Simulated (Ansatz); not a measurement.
**H₂BrO (doublet): wave-function methods side by side at distance Br1–H2 along a hydrogen transfer = 1.578 Å, cc-pVDZ**

Aim: climb from Hartree-Fock through coupled cluster and multireference methods for H₂BrO (doublet) at one geometry and basis, and see what each rung misses.

Computed with Ansatz 0.2.0, Gaussian basis. Level: cc-pVDZ, core rule «outside noble gas», up to 15 orbitals frozen.

To be run: UHF; CCSD(T) on ROHF; CCSD(T) on UHF; BCCD(T) on ROHF; CISD; CCSDT(Q) on ROHF; CCSDT(Q) on UHF; CASSCF and MRCISD+Q, 3 electrons in 3 orbitals; CASSCF and NEVPT2, 3 electrons in 3 orbitals; CASSCF and MRCISD+Q, 15 electrons in 10 orbitals; CASSCF and NEVPT2, 15 electrons in 10 orbitals.

9 further runs of the same task are left out: 2 for a mislabelled method, 2 for a known fault of the program, 3 that didn't finish, 2 set aside as unsound or not needed.

### Step 1. The system

The geometry derives from fragments relaxed apart (PBE0/def2-TZVP) and kept rigid, so it is no stationary point. A hydrogen atom is moved between rigid fragments. No spin-orbit coupling is included. The filled d shell of Br may be among the frozen orbitals whatever the setting's name suggests; the logs give the count.

4 atoms, charge 0, spin multiplicity 2.

Atoms are counted from 1 here; the program's logs count them from 0.

Bond lengths: Br1–H2 1.578 Å, H2–O3 1.201 Å, O3–H4 0.973 Å. Angles: Br1–H2–O3 180.0°, H2–O3–H4 105.0°.

Coordinates:

| atom | x (Å) | y (Å) | z (Å) |
| --- | --- | --- | --- |
| Br1 | -1.8470 | 0.2350 | 0.0000 |
| H2 | -0.2690 | 0.2350 | 0.0000 |
| O3 | 0.9320 | 0.2350 | 0.0000 |
| H4 | 1.1839 | -0.7050 | 0.0000 |

### Step 2. UHF

in.yaml reads:

```yaml
crystal:
  periodic: [false, false, false]
  atoms:
    - {symbol: Br, position_ang: [-1.846965, 0.234988, 0.000000]}
    - {symbol: H, position_ang: [-0.268965, 0.234988, 0.000000]}
    - {symbol: O, position_ang: [0.932035, 0.234988, 0.000000]}
    - {symbol: H, position_ang: [1.183894, -0.704963, 0.000000]}
basis:
  gaussian: {orbitals: cc-pVDZ}
magnetization: {spin_polarized: true, initial_magnetization: 1}
hamiltonian: {xc: hf}
output: {orbitals: {seedname: orbitals}}
```

The run is started by

```bash
> ansatz run in.yaml --threads 1 --pin off --events-out ev --progress --plain --max-ram 2393MiB
```

The runs that follow: CCSD(T) on ROHF; CCSD(T) on UHF; BCCD(T) on ROHF; CISD; CCSDT(Q) on ROHF; CCSDT(Q) on UHF; CASSCF and MRCISD+Q, 3 electrons in 3 orbitals; CASSCF and NEVPT2, 3 electrons in 3 orbitals; CASSCF and MRCISD+Q, 15 electrons in 10 orbitals; CASSCF and NEVPT2, 15 electrons in 10 orbitals.

Before running them: what should the planned runs give, taken together? Wanted: UCCSDT(Q) below the RHF energy; RMP2 from UCCSDT(Q); UMP2 from UCCSDT(Q); RCCSD from UCCSDT(Q); RCCSD(T) from UCCSDT(Q); UCCSD(T) from UCCSDT(Q); RCCSDT(Q) from UCCSDT(Q); NEVPT2 pair from UCCSDT(Q); MRCISD+Q pair from UCCSDT(Q).

The runs gave:

| quantity | value |
| --- | --- |
| UCCSDT(Q) below the RHF energy | -9.4503 eV |
| RMP2 from UCCSDT(Q) | +987.0 meV |
| UMP2 from UCCSDT(Q) | +1002.2 meV |
| RCCSD from UCCSDT(Q) | +232.1 meV |
| RCCSD(T) from UCCSDT(Q) | +42.6 meV |
| UCCSD(T) from UCCSDT(Q) | +39.6 meV |
| RCCSDT(Q) from UCCSDT(Q) | +0.7 meV |
| NEVPT2 pair from UCCSDT(Q) | +806.2 meV |
| MRCISD+Q pair from UCCSDT(Q) | +121.0 meV |
| NEVPT2 valence from UCCSDT(Q) | +1376.4 meV |
| levels within 1 kcal/mol (43 meV) | RCCSD(T), UCCSD(T), BCCD(T), RCCSDT, UCCSDT, RCCSDT(Q) |
| T1 diagnostic | 0.042 |
| effectively unpaired electrons | 1.02 |

RCCSD(T) misses by +42.6 meV, 0.5 % of the correlation energy. The occupations are near whole numbers, but T1 = 0.042 shows that the orbitals relax strongly. Of the multireference levels listed MRCISD+Q valence comes nearest in total energy (+58.9 meV), which doesn't show that its space is the better one. Coupled cluster took another determinant than the lowest Hartree-Fock one. These misses are within one basis, not against nature; the frozen cores of restricted and unrestricted runs differ, which can shift their rows.
